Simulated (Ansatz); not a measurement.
Here is an Ansatz input file for C3H7NSi, SMILES C=C[SiH2]C=N. Write the same calculation for the Python package.

```yaml
crystal:
  periodic: [false, false, false]
  atoms:
    - { symbol: C, position_ang: [0.1182, 0.9815, 2.2263] }
    - { symbol: C, position_ang: [-0.3295, 0.3515, 1.1244] }
    - { symbol: Si, position_ang: [0.3809, 0.4585, -0.5721] }
    - { symbol: C, position_ang: [0.098, -1.0197, -1.644] }
    - { symbol: "N", position_ang: [-1.0837, -1.6896, -1.5417] }
    - { symbol: H, position_ang: [0.9018, 1.7408, 2.2001] }
    - { symbol: H, position_ang: [-0.4173, 0.8907, 3.166] }
    - { symbol: H, position_ang: [-1.1255, -0.3166, 1.1769] }
    - { symbol: H, position_ang: [-0.0401, 1.7295, -1.1691] }
    - { symbol: H, position_ang: [1.8915, 0.5889, -0.3922] }
    - { symbol: H, position_ang: [0.7767, -1.321, -2.359] }
    - { symbol: H, position_ang: [-1.0941, -2.4497, -2.1816] }
basis:
  gaussian:
    orbitals: "6-31G*"
hamiltonian:
  xc: b3lyp
  dispersion: d4
relax:
  f_tol: 0.005
```

`c3h7nsi.py`
```python
import itertools
import warnings

import ansatz as az
from ase.data import atomic_numbers, covalent_radii
import numpy as np

warnings.simplefilter("ignore", az.DeckWarning)

mol = (
    az.Crystal.molecule()
    .atom("C", (0.1182, 0.9815, 2.2263))
    .atom("C", (-0.3295, 0.3515, 1.1244))
    .atom("Si", (0.3809, 0.4585, -0.5721))
    .atom("C", (0.098, -1.0197, -1.644))
    .atom("N", (-1.0837, -1.6896, -1.5417))
    .atom("H", (0.9018, 1.7408, 2.2001))
    .atom("H", (-0.4173, 0.8907, 3.166))
    .atom("H", (-1.1255, -0.3166, 1.1769))
    .atom("H", (-0.0401, 1.7295, -1.1691))
    .atom("H", (1.8915, 0.5889, -0.3922))
    .atom("H", (0.7767, -1.321, -2.359))
    .atom("H", (-1.0941, -2.4497, -2.1816))
)

calc = mol.calculation().basis(gaussian="6-31G*").functional("b3lyp", dispersion="d4")
symbols = [site.symbol for site in mol.cartesian_sites]
start = np.array([site.position_ang for site in mol.cartesian_sites], dtype=float)
def progress(event):
    if event["event"] == "relax_step":
        row = event["data"]
        print(f"step {row['step']:3d}  E = {row['lagrangian_ev']:.6f} eV  largest force component {row['allowed_force_max_ev_ang']:.4f} eV/A")


summary = calc.relax(force_tolerance=0.005).session().plan().execute(on_event=progress).report
end = np.array(summary["positions_ang"])

print(f"E = {summary['free_energy_ev']:.6f} eV = {summary['free_energy_ev'] / 27.211386246:.7f} Ha")
print("converged:", summary["converged"], " doubts:", summary["published_state_doubts"] or "none")

radius = [covalent_radii[atomic_numbers[s]] for s in symbols]
span = lambda where, i, j: np.linalg.norm(where[i] - where[j])
bonded = [(i, j) for i, j in itertools.combinations(range(len(symbols)), 2) if min(span(start, i, j), span(end, i, j)) < 1.2 * (radius[i] + radius[j])]
print("pair        before    after (A)")
for i, j in bonded:
    print(f"{symbols[i]}{i}-{symbols[j]}{j}".ljust(10), f"{span(start, i, j):8.4f} {span(end, i, j):8.4f}")

charges = summary["charge_distribution"]
print("dipole moment", round(4.803205 * float(np.linalg.norm(charges["dipole_moment_e_ang"])), 3), "D")
print("Mulliken:", [(s, round(q, 3)) for s, q in zip(symbols, charges["mulliken_charges_e"])])
with open("c3h7nsi_opt.xyz", "w") as handle:
    handle.write(f"{len(symbols)}\nrelaxed C3H7NSi\n")
    handle.writelines(f"{s:2s} {x:11.6f} {y:11.6f} {z:11.6f}\n" for s, (x, y, z) in zip(symbols, end))
```

```console
$ python c3h7nsi.py
step   1  E = -12591.125639 eV  largest force component 5.6930 eV/A
step   2  E = -12591.445208 eV  largest force component 1.8391 eV/A
step   3  E = -12591.600670 eV  largest force component 0.7104 eV/A
step   4  E = -12591.631557 eV  largest force component 0.9773 eV/A
step   5  E = -12591.660620 eV  largest force component 0.3296 eV/A
step   6  E = -12591.608580 eV  largest force component 0.6609 eV/A
step   7  E = -12591.678689 eV  largest force component 0.0661 eV/A
step   8  E = -12591.682596 eV  largest force component 0.0531 eV/A
step   9  E = -12591.684042 eV  largest force component 0.2337 eV/A
step  10  E = -12591.685622 eV  largest force component 0.1271 eV/A
step  11  E = -12591.687029 eV  largest force component 0.0056 eV/A
step  12  E = -12591.687268 eV  largest force component 0.0083 eV/A
step  13  E = -12591.687420 eV  largest force component 0.0319 eV/A
step  14  E = -12591.687482 eV  largest force component 0.0172 eV/A
step  15  E = -12591.687527 eV  largest force component 0.0051 eV/A
step  16  E = -12591.687532 eV  largest force component 0.0018 eV/A
E = -12591.687765 eV = -462.7359904 Ha
converged: True  doubts: none
pair        before    after (A)
C0-C1        1.3459   1.3384
C0-H5        1.0914   1.0888
C0-H6        1.0854   1.0893
C1-Si2       1.8423   1.8621
C1-H7        1.0405   1.0901
Si2-C3       1.8477   1.8989
Si2-H8       1.4660   1.4924
Si2-H9       1.5269   1.4905
C3-N4        1.3622   1.2803
C3-H10       1.0308   1.1051
N4-H11       0.9936   1.0294
dipole moment 1.038 D
Mulliken: [('C', -0.314), ('C', -0.236), ('Si', 0.432), ('C', -0.104), ('N', -0.498), ('H', 0.149), ('H', 0.148), ('H', 0.164), ('H', -0.077), ('H', -0.083), ('H', 0.131), ('H', 0.288)]
```

What to keep in mind:
- Total energies depend on the basis set; only differences at equal settings carry meaning.
- The end point is the stationary point reached from this start; no frequency run checks that it is a minimum, and the basis set is modest.
- b3lyp holds the VWN-RPA fit, as in Gaussian; the form of ORCA and Turbomole is b3lyp5.
- Wall time of the script: 81 s on 1 thread of Arm Neoverse V1, on a shared host, peak memory 0.26 GiB.

(Lines on the test bed's own set-up are left out of the output.)
